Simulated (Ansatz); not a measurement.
**SiGeH+ (triplet): the correlation ladder, cc-pVTZ**

The task here is to estimate one member of a computed series from the others.

Computed with Ansatz 0.2.0, Gaussian basis. Level: cc-pVTZ, core rule «outside noble gas», up to 19 orbitals frozen.

To be run: UHF; CCSD(T) on ROHF; CCSD(T) on UHF; BCCD(T) on ROHF; CCSDT(Q) on ROHF; CCSDT(Q) on UHF; CASSCF and MRCISD+Q, 8 electrons in 9 orbitals; CASSCF and NEVPT2, 8 electrons in 9 orbitals.

3 further runs of the same task are left out: 3 set aside as unsound or not needed.

## The system

The geometry is a PBE0/def2-TZVP stationary point (not a proven minimum) of the parent state, kept for this charge and spin. No spin-orbit coupling is included. The filled d shell of Ge may be among the frozen orbitals whatever the setting's name suggests; the logs give the count.

3 atoms, charge 1, spin multiplicity 3.

Atoms are counted from 1 here; the program's logs count them from 0.

Bond lengths: Si1–Ge2 2.394 Å, Ge2–H3 1.592 Å. Angles: Si1–Ge2–H3 106.5°.

Set-up of the first run:

Input file in.yaml:

```yaml
crystal:
  periodic: [false, false, false]
  atoms:
    - {symbol: Si, position_ang: [0.000000, 0.040626, 1.737197]}
    - {symbol: Ge, position_ang: [0.000000, -0.036181, -0.655626]}
    - {symbol: H, position_ang: [0.000000, 1.475453, -1.156210]}
basis:
  gaussian: {orbitals: cc-pVTZ}
total_charge: 1
magnetization: {spin_polarized: true, initial_magnetization: 2}
hamiltonian: {xc: hf}
output: {orbitals: {seedname: orbitals}}
```

The run is started by

```
$ ansatz run in.yaml --threads 1 --pin off --events-out ev --progress --plain --max-ram 4096MiB --backend cpu
```

Among the steps run: UHF; CCSD(T) on ROHF; CCSD(T) on UHF; BCCD(T) on ROHF; CCSDT(Q) on ROHF; CCSDT(Q) on UHF; CASSCF and MRCISD+Q, 8 electrons in 9 orbitals; CASSCF and NEVPT2, 8 electrons in 9 orbitals.

One of the session's tables, all rows but one given; the rest of the session is left out.

It belongs to the step «Misses and costs». 

| method | from RCCSDT(Q) (kJ/mol) |
| --- | --- |
| ROHF | +518.7 |
| UHF | +491.6 |
| RMP2 | ? |
| UMP2 | +131.1 |
| RCCSD | +32.8 |
| UCCSD | +31.7 |
| RCCSD(T) | +7.4 |
| UCCSD(T) | +7.5 |
| BCCD(T) | +7.4 |
| RCCSDT | +1.9 |
| UCCSDT | +1.4 |
| RCCSDT(Q) | 0 |
| UCCSDT(Q) | -0.5 |
| CASSCF valence | +316.9 |
| NEVPT2 valence | +73.5 |
| MRCISD valence | +23.0 |
| MRCISD+Q valence | +1.4 |

Estimate the missing values for RMP2.

**Answer.** from RCCSDT(Q) (kJ/mol): +121.7. In the column «from RCCSDT(Q) (kJ/mol)» it lies between NEVPT2 valence (+73.5) and UMP2 (+131.1).

Limits of these values: Restricted and unrestricted rows rest on different reference determinants; where their highest levels disagree by more than a few hundredths of an eV, they describe different states and don't form one ladder.
